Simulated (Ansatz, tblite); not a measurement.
# The cluster B₅Cl₃: a ladder of methods and basis sets

One table from this session's results is given with a row withheld; the runs are named, their logs left out.

Computed with Ansatz 0.2.0, Gaussian basis. Level: as each input shows.

Levels to be run: GFN1-xTB, GFN2-xTB, PBE-D4/def2-TZVP, r2SCAN-D4/def2-TZVP, LC-ωPBE/def2-TZVP, CAM-B3LYP-D4/def2-TZVP, ωB97X-V/def2-TZVP, PBE-D4/def2-SVP, PBE0-D4/def2-SVP, HF/STO-3G, CCSD(T)/def2-SVP, MP2/def2-TZVP.

4 further runs of the same task are left out: 4 set aside as unsound or not needed. Runs told in other sessions of the task aren't counted.

### The structure

The geometry is that of the singlet, from an earlier relaxation (B3LYP-D4/def2-SVP). At that level it is the lowest of the isomers that a small search found.

8 atoms, charge 0, spin multiplicity 1.

Bond lengths: B1–B3 1.712 Å, B1–B5 1.591 Å, B1–Cl6 1.752 Å, B2–B3 1.521 Å, B2–Cl8 1.692 Å, B3–B4 1.699 Å, B3–B5 1.708 Å, B4–B5 1.558 Å, B4–Cl7 1.722 Å. Angles: B3–B1–B5 62.2°, B3–B1–Cl6 153.1°, B5–B1–Cl6 144.8°, B3–B2–Cl8 179.6°, B1–B3–B2 78.7°, B1–B3–B4 109.8°, B1–B3–B5 55.4°, B2–B3–B4 171.4°, B2–B3–B5 134.2°, B4–B3–B5 54.4°, B3–B4–B5 63.1°, B3–B4–Cl7 135.0°, B5–B4–Cl7 161.9°, B1–B5–B3 62.4°, B1–B5–B4 124.9°, B3–B5–B4 62.5°.

PBE0-D4/def2-TZVP was run before; its log isn't repeated, and its numbers join the tables.

The first run:

Tight binding, by tblite at 300 K electronic temperature and without a spin-polarisation term:

```python
tblite.interface.Calculator('GFN1-xTB', numbers, positions, charge=0, uhf=0).singlepoint()
```

Tight binding, by tblite at 300 K electronic temperature and without a spin-polarisation term:

```python
tblite.interface.Calculator('GFN2-xTB', numbers, positions, charge=0, uhf=0).singlepoint()
```

start.molden holds the orbitals of an earlier run on this state, given as this run's starting guess.

File in.yaml:

```yaml
crystal:
  periodic: [false, false, false]
  atoms:
    - {symbol: B, position_ang: [-0.007150, 1.041543, -0.574289]}
    - {symbol: B, position_ang: [0.136304, 0.500003, 1.403331]}
    - {symbol: B, position_ang: [0.001472, -0.466026, 0.236892]}
    - {symbol: B, position_ang: [-0.141682, -1.728294, -0.891135]}
    - {symbol: B, position_ang: [-0.131750, -0.276719, -1.455739]}
    - {symbol: Cl, position_ang: [0.057252, 2.791939, -0.618766]}
    - {symbol: Cl, position_ang: [-0.200470, -3.446329, -0.794213]}
    - {symbol: Cl, position_ang: [0.286014, 1.583882, 2.693919]}
basis:
  gaussian: {orbitals: def2-TZVP, initial_orbitals: start.molden}
hamiltonian: {xc: pbe, dispersion: d4}
scf: {omitted_lower_state_checks: [starts]}
output: {forces: true, orbitals: {seedname: orbitals}}
```

Command:

```console
$ ansatz run in.yaml --threads 4 --pin off --events-out ev --progress --plain --max-ram 4787MiB
```

Steps of the session up to this table: PBE-D4/def2-TZVP; r2SCAN-D4/def2-TZVP; LC-ωPBE/def2-TZVP; CAM-B3LYP-D4/def2-TZVP; ωB97X-V/def2-TZVP; PBE-D4/def2-SVP; PBE0-D4/def2-SVP; HF/STO-3G; CCSD(T)/def2-SVP; MP2/def2-TZVP.

One of the session's tables, all rows but one given; the rest of the session is left out.

It belongs to the step «Binding energy». 

```
                method  binding an atom (eV)
             HF/STO-3G                 4.001
           HF/def2-SVP                 3.130
          HF/def2-TZVP                 3.024
       PBE-D4/def2-SVP                 4.467
      PBE-D4/def2-TZVP                 4.388
   r2SCAN-D4/def2-TZVP                 4.281
      PBE0-D4/def2-SVP                 4.350
     PBE0-D4/def2-TZVP                 4.270
CAM-B3LYP-D4/def2-TZVP                 4.064
     LC-ωPBE/def2-TZVP                 4.126
     ωB97X-V/def2-TZVP                 4.088
          MP2/def2-SVP                 4.175
         MP2/def2-TZVP                     ?
         CCSD/def2-SVP                 3.794
      CCSD(T)/def2-SVP                 3.904
```

Q: Estimate the row for MP2/def2-TZVP from the others.

The run gave: binding an atom (eV): 4.220. In the column «binding an atom (eV)» it lies between MP2/def2-SVP (4.175) and PBE0-D4/def2-TZVP (4.270).

Limits of these values: Free atoms were run apart at each level; binding is atoms less cluster, divided by the number of atoms, without zero-point or spin-orbit terms.
